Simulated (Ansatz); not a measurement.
# SnSe: band gap under strain

How does strain move the band edges of SnSe, database structure, and do the functionals agree on it? States: -1.0 % strain along z alone; +1.0 % strain along z alone; +2.0 % strain along z alone.

The runs shown are made with Ansatz 0.2.0. PAW datasets, plane waves. (Simulation; spin polarisation is off.)

### 1 The cell

The unstrained cell was relaxed with r2SCAN; in each strained cell the atoms were relaxed again with r2SCAN. Names of k-points are those of the unstrained zone, where strain can split equivalent points. First state: -1.0 % strain along z alone.

The symmetry is Pnma (No. 62, orthorhombic); a = 11.739 Å, b = 4.129 Å, c = 4.641 Å in the conventional setting, 28.12 Å³ an atom. Sn has 3 Se at 2.75–2.77 Å; Se has 3 Sn at 2.75–2.77 Å.

Coordinates:

```
CELL_PARAMETERS angstrom
11.73926 0.00000 0.00000
0.00000 4.12947 0.00000
0.00000 0.00000 4.64120
ATOMIC_POSITIONS crystal
Sn 0.62097 0.75000 0.38163
Sn 0.87903 0.25000 0.88163
Sn 0.37903 0.25000 0.61837
Sn 0.12097 0.75000 0.11837
Se 0.14824 0.25000 0.51067
Se 0.64824 0.25000 0.98933
Se 0.35176 0.75000 0.01067
Se 0.85176 0.75000 0.48933
```

From earlier runs on the unstrained cell: PBE 0.75 eV, r2SCAN 1.04 eV, HSE06 1.20 eV; a = 11.739 Å, b = 4.129 Å, c = 4.688 Å.

### 2 -1.0 % strain along z alone: PBE

input.yaml reads:

```yaml
crystal:
  lattice:
    - [11.7392579279, 0.0, 0.0]
    - [0.0, 4.1294738267, 0.0]
    - [0.0, 0.0, 4.6412022522]
  atoms:
    - { symbol: Sn, position: [0.6209738065, 0.75, 0.3816326174] }
    - { symbol: Sn, position: [0.8790261935, 0.25, 0.8816326174] }
    - { symbol: Sn, position: [0.3790261935, 0.25, 0.6183673826] }
    - { symbol: Sn, position: [0.1209738065, 0.75, 0.1183673826] }
    - { symbol: Se, position: [0.1482431762, 0.25, 0.510665921] }
    - { symbol: Se, position: [0.6482431762, 0.25, 0.989334079] }
    - { symbol: Se, position: [0.3517568238, 0.75, 0.010665921] }
    - { symbol: Se, position: [0.8517568238, 0.75, 0.489334079] }
kpoints:
  mp_grid: { grid: [2, 6, 6] }
  band_path:
    path:
      - [0.0, 0.0, 0.0]
      - [0.5, 0.0, 0.0]
      - [0.5, 0.5, 0.0]
      - [0.0, 0.5, 0.0]
      - [0.0, 0.0, 0.5]
      - [0.5, 0.0, 0.5]
      - [0.5, 0.5, 0.5]
      - [0.0, 0.5, 0.5]
      - [0.0, 0.3333333333, 0.0]
      - [0.0, 0.0, 0.325521]
      - [0.0, 0.341146, 0.0]
    npoints: 1
hamiltonian:
  xc: pbe
scf:
  occupations: { method: fermi_dirac, width: 0.02 }
  n_extra_bands: 6
output:
  forces: true
  stress: true
  eigenvalues: true
```

On the command line:

```console
ansatz run input.yaml --threads 2 --pin off --max-ram 20275MiB --backend cpu --events-out ev --progress --plain --runs-dir out
```

After this run come: -1.0 % strain along z alone: r2SCAN; -1.0 % strain along z alone: HSE06; +1.0 % strain along z alone: PBE; +1.0 % strain along z alone: r2SCAN; +1.0 % strain along z alone: HSE06; +2.0 % strain along z alone: PBE; +2.0 % strain along z alone: r2SCAN; +2.0 % strain along z alone: HSE06.

Before running it: what results should come out?

**Answer**, as computed:

Least gap in eV (negative: overlap), with the change from the unstrained cell in brackets:

```
                      state  volume change (%)           PBE        r2SCAN         HSE06
-1.0 % strain along z alone               -1.0  0.72 (-0.03)  1.01 (-0.03)  1.16 (-0.04)
+1.0 % strain along z alone               +1.0  0.78 (+0.03)  1.07 (+0.03)  1.24 (+0.04)
+2.0 % strain along z alone               +2.0  0.81 (+0.06)  1.10 (+0.06)  1.27 (+0.07)
```

**Reading.** With HSE06, of the states in the table +2.0 % strain along z alone shifts the gap most, by +0.072 eV. PBE and HSE06 differ by 0.45 eV on the unstrained gap, and by at most 0.01 eV on its change: PBE follows the response to strain far better than the gap itself. Spin-orbit coupling is left out of the table, though the cell holds Sn (Z = 50); in an element this heavy it can shift bands and gaps by tenths of an eV.
